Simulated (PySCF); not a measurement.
# doublet GeH3Br− at 6 levels

Wanted: a comparison of 6 runs (U-r2SCAN/aug-cc-pVDZ, U-revPBE/aug-cc-pVDZ, UB3LYP/aug-cc-pVDZ, UPBE0/aug-cc-pVDZ, USVWN5/aug-cc-pVDZ, UTPSS/aug-cc-pVDZ) of doublet GeH3Br−. Input form: a Python script.

The results are computed with PySCF 2.14.0.

3 further runs of the same task are left out: 1 that didn't finish, 2 set aside as unsound or not needed.

### 1 The molecule

The species is GeH3Br− (5 atoms), meant as a doublet with charge -1. As SMILES of the parent species, `[GeH3][Br]`. The shape is that of a PBE0-D4/def2-TZVP optimisation. That shape belongs to the parent species and isn't relaxed for this state.

Bond lengths: Ge1–Br2 2.309 Å, Ge1–H3 1.532 Å, Ge1–H4 1.532 Å, Ge1–H5 1.532 Å. Angles: Br2–Ge1–H3 107.2°, Br2–Ge1–H4 107.2°, Br2–Ge1–H5 107.2°, H3–Ge1–H4 111.7°, H3–Ge1–H5 111.7°, H4–Ge1–H5 111.7°.

### 2 A single-point energy at U-r2SCAN/aug-cc-pVDZ (run 1)

File calc.py:

```python
from pyscf import gto, dft

mol = gto.Mole()
mol.atom = '''
Ge     0.262748     0.025870    -0.244058
Br    -2.926146    -0.288164     2.717936
H      0.242282     2.744241    -1.237960
H     -0.325468    -1.882035    -2.339651
H      2.746622    -0.599894     1.103732
'''
mol.unit = 'bohr'
mol.verbose = 3
mol.basis = 'aug-cc-pvdz'
mol.charge = -1
mol.max_memory = 1860
mol.spin = 1
mol.build()

mf = dft.UKS(mol, xc='r2scan')
mf.grids.level = 5
mf.conv_tol = 1e-10
mf.kernel()
if not mf.converged:
    mf = mf.newton().run(mf.mo_coeff, mf.mo_occ)

e_final = mf.e_tot
print(f'total energy: {e_final:.8f} hartree')
```

On the command line:

```
$ OMP_NUM_THREADS=1 python calc.py
```

Output:

```text
WARN: HOMO -0.068269154723545 >= LUMO -0.0682691547235459

converged SCF energy = -4652.89462226725  <S^2> = 0.75118497  2S+1 = 2.0011846
total energy: -4652.89462227 hartree
```

It took 75 s on 1 thread of Arm Neoverse V1, shared host; peak memory 0.55 GiB.

### 3 The energy at U-revPBE/aug-cc-pVDZ (run 2)

File run.py:

```python
from pyscf import gto, dft

mol = gto.M(
    atom=[
    ('Ge', (0.139040, 0.013690, -0.129150)),
    ('Br', (-1.548450, -0.152490, 1.438270)),
    ('H', (0.128210, 1.452190, -0.655100)),
    ('H', (-0.172230, -0.995930, -1.238090)),
    ('H', (1.453450, -0.317450, 0.584070)),
],
    max_memory=1860,
    basis='aug-cc-pvdz',
    charge=-1,
    verbose=3,
    spin=1,
)

mf = dft.UKS(mol, xc='revpbe')
mf.grids.level = 5
mf.conv_tol = 1e-10
mf.kernel()
if not mf.converged:
    mf = mf.newton().run(mf.mo_coeff, mf.mo_occ)

energy = mf.e_tot
print('Final energy', energy)
```

On the command line:

```
$ OMP_NUM_THREADS=1 python run.py
```

Output:

```text
WARN: HOMO -0.0711990180536348 >= LUMO -0.0711990180536355

converged SCF energy = -4652.54198253212  <S^2> = 0.75027915  2S+1 = 2.0002791
Final energy -4652.541982532117
```

It took 35 s on 1 thread of Arm Neoverse V1, shared host; peak memory 0.53 GiB.

Runs 3 to 5 aren't shown in full; the table further down has their settings and results.

### 4 A single-point energy at UTPSS/aug-cc-pVDZ (run 6)

File calc.py:

```python
from pyscf import gto, dft

mol = gto.M(
    atom=[
    ('Ge', (0.139040, 0.013690, -0.129150)),
    ('Br', (-1.548450, -0.152490, 1.438270)),
    ('H', (0.128210, 1.452190, -0.655100)),
    ('H', (-0.172230, -0.995930, -1.238090)),
    ('H', (1.453450, -0.317450, 0.584070)),
],
    charge=-1,
    verbose=3,
    basis='aug-cc-pvdz',
    spin=1,
    max_memory=1860,
)

mf = dft.UKS(mol)
mf.xc = 'tpss'
mf.conv_tol = 1e-10
mf.grids.level = 5
mf.kernel()
if not mf.converged:
    mf = mf.newton().run(mf.mo_coeff, mf.mo_occ)

e_tot = mf.e_tot
print('E(%s) = %.9f' % ('TPSS', e_tot))
```

On the command line:

```
$ OMP_NUM_THREADS=1 python calc.py
```

Output:

```text
WARN: HOMO -0.0710138151600643 >= LUMO -0.0710138151600603

converged SCF energy = -4652.81228918563  <S^2> = 0.75030865  2S+1 = 2.0003086
E(TPSS) = -4652.812289186
```

Run time: 73 s. Hardware: 1 thread of Arm Neoverse V1, shared host; peak memory 0.55 GiB.

### 5 All runs side by side

```
run                 level   energy (Eh)  HOMO energy (eV)  LUMO energy (eV)   ⟨S²⟩  wall time
  1  U-r2SCAN/aug-cc-pVDZ  -4652.894622              1.75              2.58  0.751       75 s
  2  U-revPBE/aug-cc-pVDZ  -4652.541983              1.75              2.24  0.750       35 s
  3    UB3LYP/aug-cc-pVDZ  -4653.003112              1.50              2.53  0.750       38 s
  4     UPBE0/aug-cc-pVDZ  -4652.361127              1.40              2.70  0.751       37 s
  5    USVWN5/aug-cc-pVDZ  -4646.201867              1.70              2.03  0.750       20 s
  6     UTPSS/aug-cc-pVDZ  -4652.812289              1.82              2.35  0.750       73 s
```

### 6 What came out

| quantity | value |
| --- | --- |
| run 6: total energy | -4652.81229 Eh |
| run 6: HOMO energy (highest over α and β) | 1.82 eV |
| run 6: LUMO energy (lowest over α and β) | 2.35 eV |
| run 6: ⟨S²⟩ | 0.750 |

Totals of different functionals can't be ranked against each other. In runs 1, 2, 3, 4, 5, 6 the HOMO lies above zero, so the outermost electron may be held by the basis alone. All runs together took 4.6 min, the longest 75 s.
